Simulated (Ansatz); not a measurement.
# GeHF3 + HF: a complex and its separated parts, part 2 of 2

Ansatz 0.2.0, Gaussian basis. Earlier steps stand in the parts before.

## 14. wB97X-V/def2-TZVPP

The inputs:

parta/in.yaml

```yaml
crystal:
  periodic: [false, false, false]
  atoms:
    - {symbol: Ge, position_ang: [-0.698674, 0.180035, 0.390507]}
    - {symbol: H, position_ang: [0.285462, 0.394844, 1.523808]}
    - {symbol: F, position_ang: [-0.249026, -1.117480, -0.623813]}
    - {symbol: F, position_ang: [-0.841579, 1.551533, -0.616052]}
    - {symbol: F, position_ang: [-2.272146, -0.170262, 0.952699]}
basis:
  gaussian: {orbitals: def2-TZVPP}
hamiltonian: {xc: {name: wB97X-V}}
```

partb/in.yaml

```yaml
crystal:
  periodic: [false, false, false]
  atoms:
    - {symbol: H, position_ang: [1.604832, -0.732847, -0.995525]}
    - {symbol: F, position_ang: [2.171231, -0.105722, -0.631724]}
basis:
  gaussian: {orbitals: def2-TZVPP}
hamiltonian: {xc: {name: wB97X-V}}
```

One command serves all of them, each in its own folder.

Launch:

```sh
> ansatz run in.yaml --threads 4 --pin off --events-out ev --progress --plain --max-ram 9574MiB
```

Output in parta, shortened:

```text
Functional definition: wB97X-V
  name "wB97X-V"
  cite "Mardirossian & Head-Gordon, Phys. Chem. Chem. Phys. 16, 9904 (2014) doi:10.1039/C3CP54374A"
  cite "Becke, J. Chem. Phys. 107, 8554 (1997) doi:10.1063/1.475007"
  cite "Vydrov & Van Voorhis, J. Chem. Phys. 133, 244103 (2010) doi:10.1063/1.3521275"
[...]
      + integral(e_c_pw_opposite_spin*poly(b97_u_opposite, cos0, cos1)) + vv10(b, c)
916 factors; their error is unknown
166 factors; integrals over basis functions are off by at most 4.6e-6 eV
[...]
mean field -64684.09927784 eV, -2377.0968040033 hartree, gradient 6.8e-5 eV, S^2 0.000000; 0 other end points of the search recorded, 0 dependent functions left out
reference -64684.09927664 eV, -2377.0968039592 hartree; 30, 30 occupied and 125, 125 virtual orbitals, 916 factors
Total energy: -64684.09927664 eV, -2377.0968039592 hartree
```

Log of partb, shortened:

```text
[... 5 set-up lines as earlier in the session ...]
[...]
      + integral(e_c_pw_opposite_spin*poly(b97_u_opposite, cos0, cos1)) + vv10(b, c)
215 factors; their error is unknown
48 factors; integrals over basis functions are off by at most 2.2e-5 eV
[...]
mean field -2733.49560648 eV, -100.4541107084 hartree, gradient 1.0e-5 eV, S^2 0.000000; 0 other end points of the search recorded, 0 dependent functions left out
reference -2733.49560589 eV, -100.4541106866 hartree; 5, 5 occupied and 40, 40 virtual orbitals, 215 factors
Total energy: -2733.49560589 eV, -100.4541106866 hartree
```

Times: 2.5 s (parta), 0.25 s (partb) on 4 threads of Arm Neoverse V2, shared host.

## 15. wB97M-V/def2-TZVPP

Each input of step 14 (parta, partb) changes in the same lines:

```diff
-hamiltonian: {xc: {name: wB97X-V}}
+hamiltonian: {xc: {name: wB97M-V}}
```

The same command starts each run, in its folder.

Launch:

```sh
> ansatz run in.yaml --threads 4 --pin off --events-out ev --progress --plain --max-ram 9574MiB
```

Output in parta, shortened:

```text
Functional definition: wB97M-V
  name "wB97M-V"
  cite "Mardirossian & Head-Gordon, J. Chem. Phys. 144, 214110 (2016) doi:10.1063/1.4952647"
[... 2 set-up lines as earlier in the session ...]
  # Of w^i u^j: cxij and so on, Table III.
[...]
  gx(w, u) = 1 - cx + cx01*u + cx10*w
[...]
      + integral(e_c_pw_mod_opposite_spin*gos(b97_w_opposite, b97_u_opposite)) + vv10(b, c)
913 factors; their error is unknown
166 factors; integrals over basis functions are off by at most 4.6e-6 eV
[...]
mean field -64686.97262136 eV, -2377.2023974300 hartree, gradient 9.0e-6 eV, S^2 0.000000; 0 other end points of the search recorded, 0 dependent functions left out
reference -64686.97265055 eV, -2377.2023985030 hartree; 30, 30 occupied and 125, 125 virtual orbitals, 913 factors
Total energy: -64686.97265055 eV, -2377.2023985030 hartree
```

partb printed, shortened:

```text
[... 5 set-up lines as earlier in the session ...]
  # Of w^i u^j: cxij and so on, Table III.
[...]
  gx(w, u) = 1 - cx + cx01*u + cx10*w
[...]
      + integral(e_c_pw_mod_opposite_spin*gos(b97_w_opposite, b97_u_opposite)) + vv10(b, c)
215 factors; their error is unknown
48 factors; integrals over basis functions are off by at most 2.2e-5 eV
[...]
mean field -2733.67553236 eV, -100.4607228625 hartree, gradient 1.2e-5 eV, S^2 0.000000; 0 other end points of the search recorded, 0 dependent functions left out
reference -2733.67554703 eV, -100.4607234015 hartree; 5, 5 occupied and 40, 40 virtual orbitals, 215 factors
Total energy: -2733.67554703 eV, -100.4607234015 hartree
```

They took 3.8 s (parta), 0.3 s (partb) on 4 threads of Arm Neoverse V2, shared host.

## 16. B2PLYP/def2-TZVPP

Each input of step 15 (parta, partb) changes in the same lines:

```diff
-hamiltonian: {xc: {name: wB97M-V}}
+hamiltonian: {xc: {name: B2PLYP}}
```

The same command starts each run, in its folder.

Launch:

```sh
> ansatz run in.yaml --threads 4 --pin off --events-out ev --progress --plain --max-ram 9574MiB
```

Log of parta, shortened:

```text
Functional definition: B2PLYP
  name "B2PLYP"
  cite "Grimme, J. Chem. Phys. 124, 034108 (2006) doi:10.1063/1.2148954"
[... 2 set-up lines as earlier in the session ...]
[...]
1020 factors; integrals over basis functions are off by at most 6.4e-4 eV
[...]
mean field -64669.16092570 eV, -2376.5478296879 hartree, gradient 9.8e-6 eV, S^2 0.000000; 0 other end points of the search recorded, 0 dependent functions left out
12 core orbitals not correlated: weight in the atoms' cores, before any rotation towards them, 1.000 or more for the frozen orbitals, at most 0.000 for the correlated occupied ones
reference -64669.16103658 eV, -2376.5478337625 hartree; 18, 18 occupied and 125, 125 virtual orbitals, 1020 factors
second order -32.39597499 eV of doubles, -0.00000000 eV of singles
Total energy: -64677.90794982 eV, -2376.8692768954 hartree
```

partb printed, shortened:

```text
[... 5 set-up lines as earlier in the session ...]
[...]
287 factors; integrals over basis functions are off by at most 1.0e-3 eV
[...]
mean field -2730.72524973 eV, -100.3523019754 hartree, gradient 1.4e-6 eV, S^2 0.000000; 0 other end points of the search recorded, 0 dependent functions left out
1 core orbitals not correlated: weight in the atoms' cores, before any rotation towards them, 1.000 or more for the frozen orbitals, at most 0.000 for the correlated occupied ones
reference -2730.72530643 eV, -100.3523040592 hartree; 4, 4 occupied and 40, 40 virtual orbitals, 287 factors
second order -8.59399408 eV of doubles, -0.00000000 eV of singles
Total energy: -2733.04568483 eV, -100.4375763927 hartree
```

Wall times: 2 s (parta), 0.2 s (partb) on 4 threads of Arm Neoverse V2, shared host.

## 17. PBE-QIDH/def2-TZVPP

Each input of step 16 (parta, partb) changes in the same lines:

```diff
-hamiltonian: {xc: {name: B2PLYP}}
+hamiltonian: {xc: {name: PBE-QIDH}}
```

Each run has its own folder and the same command.

Launch:

```sh
> ansatz run in.yaml --threads 4 --pin off --events-out ev --progress --plain --max-ram 9574MiB
```

Output in parta, shortened:

```text
Functional definition: PBE-QIDH
  name "PBE-QIDH"
  cite "Brémond, Sancho-García, Pérez-Jiménez & Adamo, J. Chem. Phys. 141, 031101 (2014) doi:10.1063/1.4890314"
[... 1 set-up line as earlier in the session ...]
[...]
1020 factors; integrals over basis functions are off by at most 6.4e-4 eV
[...]
mean field -64657.35300431 eV, -2376.1138965803 hartree, gradient 4.8e-6 eV, S^2 0.000000; 0 other end points of the search recorded, 0 dependent functions left out
12 core orbitals not correlated: weight in the atoms' cores, before any rotation towards them, 1.000 or more for the frozen orbitals, at most 0.000 for the correlated occupied ones
reference -64657.35301144 eV, -2376.1138968424 hartree; 18, 18 occupied and 125, 125 virtual orbitals, 1020 factors
second order -30.20079450 eV of doubles, -0.00000000 eV of singles
Total energy: -64667.41994294 eV, -2376.4838497515 hartree
```

partb printed, shortened:

```text
[... 4 set-up lines as earlier in the session ...]
[...]
287 factors; integrals over basis functions are off by at most 1.0e-3 eV
[...]
mean field -2728.92252038 eV, -100.2860528938 hartree, gradient 3.9e-6 eV, S^2 0.000000; 0 other end points of the search recorded, 0 dependent functions left out
1 core orbitals not correlated: weight in the atoms' cores, before any rotation towards them, 1.000 or more for the frozen orbitals, at most 0.000 for the correlated occupied ones
reference -2728.92252373 eV, -100.2860530170 hartree; 4, 4 occupied and 40, 40 virtual orbitals, 287 factors
second order -8.07150196 eV of doubles, -0.00000000 eV of singles
Total energy: -2731.61302439 eV, -100.3849270924 hartree
```

Times: 2.2 s (parta), 0.2 s (partb) on 4 threads of Arm Neoverse V2, shared host.

## 18. RPA on PBE/def2-TZVPP

Each input of step 17 (parta, partb) changes in the same lines:

```diff
-hamiltonian: {xc: {name: PBE-QIDH}}
+hamiltonian: {xc: pbe}
+correlation: {method: rpa}
```

One command serves all of them, each in its own folder.

Launch:

```sh
> ansatz run in.yaml --threads 4 --pin off --events-out ev --progress --plain --max-ram 9574MiB
```

Output in parta, shortened:

```text
[... 4 set-up lines as earlier in the session ...]
[...]
1020 factors; integrals over basis functions are off by at most 6.4e-4 eV
[...]
mean field -64675.69436652 eV, -2376.7879292095 hartree, gradient 2.4e-6 eV, S^2 0.000000; 0 other end points of the search recorded, 0 dependent functions left out
12 core orbitals not correlated: weight in the atoms' cores, before any rotation towards them, 1.000 or more for the frozen orbitals, at most 0.000 for the correlated occupied ones
reference -64612.16074760 eV, -2374.4531117786 hartree; 18, 18 occupied and 125, 125 virtual orbitals, 1020 factors
Total energy: -64652.54754671 eV, -2375.9372992709 hartree
```

partb printed, shortened:

```text
[... 4 set-up lines as earlier in the session ...]
[...]
287 factors; integrals over basis functions are off by at most 1.0e-3 eV
[...]
mean field -2731.84356468 eV, -100.3933992921 hartree, gradient 9.3e-7 eV, S^2 0.000000; 0 other end points of the search recorded, 0 dependent functions left out
1 core orbitals not correlated: weight in the atoms' cores, before any rotation towards them, 1.000 or more for the frozen orbitals, at most 0.000 for the correlated occupied ones
reference -2722.68127477 eV, -100.0566913480 hartree; 4, 4 occupied and 40, 40 virtual orbitals, 287 factors
Total energy: -2733.63265480 eV, -100.4591471410 hartree
```

Wall times: 1.9 s (parta), 0.2 s (partb) on 4 threads of Arm Neoverse V2, shared host.

## 19. CCSD(T)/def2-TZVPP

Each input of step 18 (parta, partb) changes in the same lines:

```diff
-hamiltonian: {xc: pbe}
-correlation: {method: rpa}
+correlation: {method: ccsd_t}
```

Each run has its own folder and the same command.

Launch:

```sh
> ansatz run in.yaml --threads 4 --pin off --events-out ev --progress --plain --max-ram 9574MiB
```

parta printed, shortened:

```text
Functional definition: HF
  name "HF"
  cite "Fock, Z. Phys. 61, 126 (1930) doi:10.1007/BF01340294"
[... 1 set-up line as earlier in the session ...]
[...]
1020 factors; integrals over basis functions are off by at most 6.4e-4 eV
[...]
mean field -64614.18008291 eV, -2374.5273209828 hartree, gradient 2.6e-6 eV, S^2 0.000000; 0 other end points of the search recorded, 0 dependent functions left out
12 core orbitals not correlated: weight in the atoms' cores, before any rotation towards them, 1.000 or more for the frozen orbitals, at most 0.000 for the correlated occupied ones
reference -64614.18008291 eV, -2374.5273209828 hartree; 18, 18 occupied and 125, 125 virtual orbitals, 1020 factors
second order -27.16073931 eV of doubles, -0.00000000 eV of singles
cycle   1  -26.36506296 eV  change    8.0e-1 eV  update   1.1e-1
[...]
cycle   9  -27.08483564 eV  change    5.0e-6 eV  update   1.2e-5
perturbative correction -0.81105554 eV, -0.0298057412 hartree
Total energy: -64642.07597409 eV, -2375.5524760748 hartree
```

Log of partb, shortened:

```text
[... 4 set-up lines as earlier in the session ...]
[...]
287 factors; integrals over basis functions are off by at most 1.0e-3 eV
[...]
mean field -2722.91273360 eV, -100.0651973031 hartree, gradient 4.5e-6 eV, S^2 0.000000; 0 other end points of the search recorded, 0 dependent functions left out
1 core orbitals not correlated: weight in the atoms' cores, before any rotation towards them, 1.000 or more for the frozen orbitals, at most 0.000 for the correlated occupied ones
reference -2722.91273360 eV, -100.0651973031 hartree; 4, 4 occupied and 40, 40 virtual orbitals, 287 factors
second order -7.36483327 eV of doubles, -0.00000000 eV of singles
cycle   1  -7.29619976 eV  change    6.9e-2 eV  update   3.9e-2
[...]
cycle   8  -7.43087699 eV  change    7.6e-7 eV  update   3.3e-6
perturbative correction -0.17033560 eV, -0.0062597178 hartree
Total energy: -2730.51394618 eV, -100.3445367135 hartree
```

Times: 31 s (parta), 0.15 s (partb) on 4 threads of Arm Neoverse V2, shared host; peak memory 1.2 GiB.

## 20. Vibrations of GeHF3

Contents of vib-parta/in.yaml:

```yaml
crystal:
  periodic: [false, false, false]
  atoms:
    - {symbol: Ge, position_ang: [-0.698674, 0.180035, 0.390507]}
    - {symbol: H, position_ang: [0.285462, 0.394844, 1.523808]}
    - {symbol: F, position_ang: [-0.249026, -1.117480, -0.623813]}
    - {symbol: F, position_ang: [-0.841579, 1.551533, -0.616052]}
    - {symbol: F, position_ang: [-2.272146, -0.170262, 0.952699]}
basis:
  gaussian: {orbitals: def2-TZVP}
hamiltonian: {xc: pbe0, dispersion: d4}
phonons: {temperatures: {t_min: 298.15, t_max: 900, t_step: 200}}
```

Launch:

```sh
> ansatz run in.yaml --threads 4 --pin off --events-out ev --progress --plain --max-ram 9574MiB
```

Log, shortened:

```text
[... 5 set-up lines as earlier in the session ...]
[...]
913 factors; their error is unknown
[...]
mean field -64677.06813312 eV, -2376.8384142006 hartree, gradient 6.4e-5 eV, S^2 0.000000; 0 other end points of the search recorded, 0 dependent functions left out
[...]
Atom 2 at    -0.249026    -1.117480    -0.623813 Å, force    -0.000810     0.000099    -0.000167 eV/Å
Atom 3 at    -0.841579     1.551533    -0.616052 Å, force     0.000845    -0.000359    -0.000120 eV/Å
Atom 4 at    -2.272146    -0.170262     0.952699 Å, force     0.000520    -0.000995     0.000030 eV/Å
Dipole moment:     0.330506     0.072039     0.380565 e Å
Vibrations: 227.66 227.77 282.97 703.22 703.34 739.28 765.13 765.15 2272.25 cm⁻¹, zero-point energy 0.414527 eV
```

Run time: 31 s. Hardware: 4 threads of Arm Neoverse V2, shared host.

The modes, with what each moves most:

```tsv
mode	wavenumber (cm⁻¹)	character
1	228	bend
2	228	bend
3	283	bend
4	703	bend
5	703	bend
6	739	Ge–F stretch
7	765	Ge–F stretch
8	765	Ge–F stretch
9	2272	Ge–H stretch
```

Vibrational sums (real modes only):

```tsv
T (K)	entropy (J/mol/K)	heat capacity (J/mol/K)
298	27.8	38.2
498	51.5	53.3
698	70.8	60.6
898	86.6	64.7
```

## 21. Vibrations of HF

Contents of vib-partb/in.yaml:

```yaml
crystal:
  periodic: [false, false, false]
  atoms:
    - {symbol: H, position_ang: [1.604832, -0.732847, -0.995525]}
    - {symbol: F, position_ang: [2.171231, -0.105722, -0.631724]}
basis:
  gaussian: {orbitals: def2-TZVP}
hamiltonian: {xc: pbe0, dispersion: d4}
phonons: {temperatures: {t_min: 298.15, t_max: 900, t_step: 200}}
```

Launch:

```sh
> ansatz run in.yaml --threads 4 --pin off --events-out ev --progress --plain --max-ram 9574MiB
```

Log, shortened:

```text
[... 5 set-up lines as earlier in the session ...]
[...]
200 factors; their error is unknown
[...]
mean field -2731.80169995 eV, -100.3918607915 hartree, gradient 6.9e-6 eV, S^2 0.000000; 0 other end points of the search recorded, 0 dependent functions left out
[...]
reference -2731.80151389 eV, -100.3918539538 hartree; 5, 5 occupied and 32, 32 virtual orbitals, 200 factors
Total energy: -2731.80322167 eV, -100.3919167137 hartree
Atom 0 at     1.604832    -0.732847    -0.995525 Å, force    -0.001080    -0.001196    -0.000694 eV/Å
Atom 1 at     2.171231    -0.105722    -0.631724 Å, force     0.001080     0.001196     0.000694 eV/Å
Dipole moment:    -0.246756    -0.273211    -0.158492 e Å
Vibrations: 4153.31 cm⁻¹, zero-point energy 0.257472 eV
```

Run time: 0.8 s. Hardware: 4 threads of Arm Neoverse V2, shared host.

The modes, with what each moves most:

```tsv
mode	wavenumber (cm⁻¹)	character
1	4153	F–H stretch
```

Vibrational sums (real modes only):

```tsv
T (K)	entropy (J/mol/K)	heat capacity (J/mol/K)
298	0.0	0.0
498	0.0	0.0
698	0.0	0.1
898	0.1	0.5
```

## 22. Complex less separated parts

The complex's own energies come from single points at the same levels.

Rows are in def2-TZVPP; times add the 3 runs of a level on a shared host, so small differences are noise.

Differences are taken before rounding.

```tsv
method	rung	complex less parts (eV)	from CCSD(T) (eV)	time
SPW92	LDA	-0.368	-0.159	1.5 s
PBE-D4	GGA	-0.247	-0.039	2.5 s
BLYP-D4	GGA	-0.238	-0.030	2.6 s
r2SCAN-D4	meta-GGA	-0.254	-0.046	5.1 s
B97M-V	meta-GGA	-0.246	-0.038	8.7 s
PBE0-D4	hybrid	-0.226	-0.018	3.6 s
B3LYP-D4	hybrid	-0.234	-0.026	3.6 s
r2SCAN0-D4	hybrid	-0.240	-0.031	6.8 s
BHLYP-D4	hybrid	-0.238	-0.030	3.5 s
CAM-B3LYP-D4	range-separated hybrid	-0.258	-0.050	4.3 s
wB97X-V	range-separated hybrid	-0.236	-0.028	8.3 s
wB97M-V	range-separated hybrid	-0.247	-0.039	11 s
B2PLYP	double hybrid	-0.201	+0.007	6.1 s
PBE-QIDH	double hybrid	-0.199	+0.009	6.3 s
RPA on PBE	RPA	-0.184	+0.024	5.7 s
Hartree-Fock	wavefunction	-0.114	+0.094	
MP2	wavefunction	-0.203	+0.005	
CCSD	wavefunction	-0.194	+0.015	
CCSD(T)	wavefunction	-0.208	0	2.9 min
```

Among the levels timed on like hardware and quicker than the yardstick, those that no quicker one beats, quickest first: SPW92 (1.5 s, -0.159 eV); PBE-D4 (2.5 s, -0.039 eV); BLYP-D4 (2.6 s, -0.030 eV); B3LYP-D4 (3.6 s, -0.026 eV); PBE0-D4 (3.6 s, -0.018 eV); B2PLYP (6.1 s, +0.007 eV).

B2PLYP reaches 0.007 eV from the reference in 6.1 s, where CCSD(T) took 2.9 min; the quickest level in the cost chart, SPW92, takes 1.5 s and misses by 0.159 eV.

The complex's zero-point energy, from a separate PBE0-D4 run, is 0.730 eV.

## 23. Outcome

The summary covers parts 1 to 2.

```
                              quantity      value
complex less parts, CCSD(T)/def2-TZVPP  -0.208 eV
                with zero-point energy  -0.150 eV
                 largest T1 diagnostic      0.012
```

At CCSD(T) the complex lies 0.208 eV below its parts. B2PLYP is the best functional here (+0.007 eV from CCSD(T)); SPW92 is the worst (-0.159 eV). Mean unsigned error by rung: LDA 0.159, GGA 0.034, meta-GGA 0.042, hybrid 0.026, range-separated hybrid 0.039, double hybrid 0.008 eV. The double hybrids carry no dispersion term here, unlike the levels marked D4 or V. PBE-D4 gives a relative energy 0.039 eV too low, inside chemical accuracy (1 kcal/mol, 0.043 eV). No counterpoise was applied, and triple zeta lacks some correlation, so the CCSD(T) reference has a basis error of its own, and close matches with it are partly luck.
